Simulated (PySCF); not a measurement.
# C10H12Br2: the cost of one run

Programs: PySCF 2.14.0, with density-fitted response routines of our own. Each step states its level of theory. These are calculated values for one molecule in the gas phase, unless marked as measured. Atoms count from 0, in the outputs and in this text.

### Step 1. Starting geometry

24 atoms, charge 0, multiplicity 1; geometry from: GFN2-xTB.

Bonds of the start (Å): C0–C1 1.52, C1–C2 1.54, C2–C3 1.50, C3–C4 1.39, C4–C5 1.38, C5–C6 1.38, C6–C7 1.38, C7–C8 1.38, C1–C9 1.52, C9–Br10 1.95, C9–Br11 1.96, C8–C3 1.39, C0–H12 1.09, C0–H13 1.09, C0–H14 1.09, C1–H15 1.10, C2–H16 1.09, C2–H17 1.09, C4–H18 1.08, C5–H19 1.08, C6–H20 1.08, C7–H21 1.08, C8–H22 1.08, C9–H23 1.09.

### Step 2. Geometry optimisation at PBE0-D3(BJ)/def2-SVP

What the job is given:

```
{"job": {"xc": "PBE0", "basis": "def2-SVP", "d3": "d3bj", "grid": 1, "kind": "geom"}, "charge": 0, "multiplicity": 1}
C      1.925420     1.142200    -1.539010
C      0.501750     0.956360    -1.027740
C     -0.378000     0.258370    -2.080710
C     -1.799200     0.107900    -1.610920
C     -2.622330     1.223010    -1.500300
C     -3.913490     1.101100    -1.020080
C     -4.400660    -0.140270    -0.646220
C     -3.593670    -1.258410    -0.764260
C     -2.300200    -1.134360    -1.241970
C      0.448570     0.183590     0.281140
Br     1.239240    -1.591660     0.141300
Br     1.334690     1.157160     1.728150
H      2.382190     0.181200    -1.769290
H      2.540190     1.650090    -0.797970
H      1.919720     1.743820    -2.444600
H      0.068610     1.942250    -0.813040
H      0.043820    -0.722000    -2.313010
H     -0.351780     0.860580    -2.991640
H     -2.249050     2.193340    -1.796770
H     -4.541250     1.976000    -0.938310
H     -5.407330    -0.235280    -0.267820
H     -3.969630    -2.230970    -0.482990
H     -1.674580    -2.011790    -1.329720
H     -0.580290     0.028350     0.610430
```

**Question.** How long does this first job take on 8 threads of Intel Xeon Platinum 8259CL at 2.50GHz (Skylake/Cascade Lake), shared host?

About 3.7 min.
